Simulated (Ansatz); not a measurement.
**AgB2 (P6/mmm): zero-pressure volume and bulk modulus with rPW86-PBE + rVV10**

The task here is to estimate one member of a computed series from the others.

Computed with Ansatz 0.2.0 (DFT rPW86-PBE + rVV10, scalar-relativistic, plane waves, PAW, unless a step's input says otherwise).

1 further run of the same task is left out (set aside as unsound or not needed). Runs told in other sessions of the task aren't counted.

### The system as given

Symmetry: P6/mmm, No. 191, hexagonal system. Conventional cell: a = 2.844 Å, b = 2.844 Å, c = 3.605 Å, α = 90.00°, β = 90.00°, γ = 120.00°. Ag (site symmetry 6/mmm) is surrounded by 12 B at 2.44 Å. Around B (site symmetry -6m2) lie 3 B at 1.64 Å and 6 Ag at 2.44 Å.

As a file:

```
CELL_PARAMETERS angstrom
2.84426 0.00000 0.00000
-1.42213 2.46320 0.00000
0.00000 0.00000 3.60454
ATOMIC_POSITIONS crystal
Ag 0.00000 0.00000 0.00000
B 0.33333 0.66667 0.50000
B 0.66667 0.33333 0.50000
```

At PBE, an earlier run found 58.68 GPa for this cell of 8.418 Å³/atom (10×10×8 mesh), no gap. The cell is compressed at this level.

Set-up of the first run:

Contents of input.yaml:

```yaml
crystal:
  lattice:
    - [2.8442575057, 0.0, 0.0]
    - [-1.4221287528, 2.4631992548, 0.0]
    - [0.0, 0.0, 3.6045386006]
  atoms:
    - { symbol: Ag, position: [0.0, 0.0, 0.0] }
    - { symbol: B, position: [0.3333333333, 0.6666666667, 0.5] }
    - { symbol: B, position: [0.6666666667, 0.3333333333, 0.5] }
basis:
  ecutwfc: 420
  ecutrho_ratio: 4
kpoints:
  mp_grid: { grid: [10, 10, 8] }
hamiltonian:
  xc: { exchange: rpw86, correlation: pbe }
  dispersion: rvv10
scf:
  occupations: { method: gaussian, width: 0.05 }
output:
  forces: true
  stress: true
  eigenvalues: true
relax:
  f_tol: 0.02
  max_steps: 40
  cell: { stress_tol: 0.2, fix: [volume] }
```

Launch:

```console
ansatz run input.yaml --threads 4 --pin off --max-ram 8192MiB --backend cpu --events-out ev --progress --plain --runs-dir out
```

Among the steps run: At the given cell; Stepping to 9.428 Å³/atom; Stepping to 10.559 Å³/atom; Stepping to 10.988 Å³/atom; Stepping to 10.958 Å³/atom; Volume × 0.98 of the new zero; Volume × 1.02 of the new zero; Volume × 0.96 of the new zero; Volume × 1.04 of the new zero.

One table of the session follows, with a row left open; its other results are not shown here.

It belongs to the step «Energy and pressure against volume». 

| volume (Å³/atom) | energy (meV/atom) | pressure (GPa) |
| --- | --- | --- |
| 10.520 | 8.05 | 5.93 |
| 10.739 | 2.00 | 2.86 |
| 10.958 | 0.00 | 0.09 |
| 11.178 | ? | ? |
| 11.397 | 6.33 | -4.53 |

**Question.** Estimate the row for volume (Å³/atom) = 11.178.

Worked estimate for «energy (meV/atom)». A straight line through the neighbours (10.958, 0.00) and (11.397, 6.33) gives 0.00 + (6.33 − 0.00) × (11.178 − 10.958) / (11.397 − 10.958) = 3.17; a parabola fitted to 3 rows on both sides gives 1.45.

As computed: energy (meV/atom): 1.59; pressure (GPa): -2.36. In «energy (meV/atom)» the line misses by +1.58 and the parabola by -0.14.
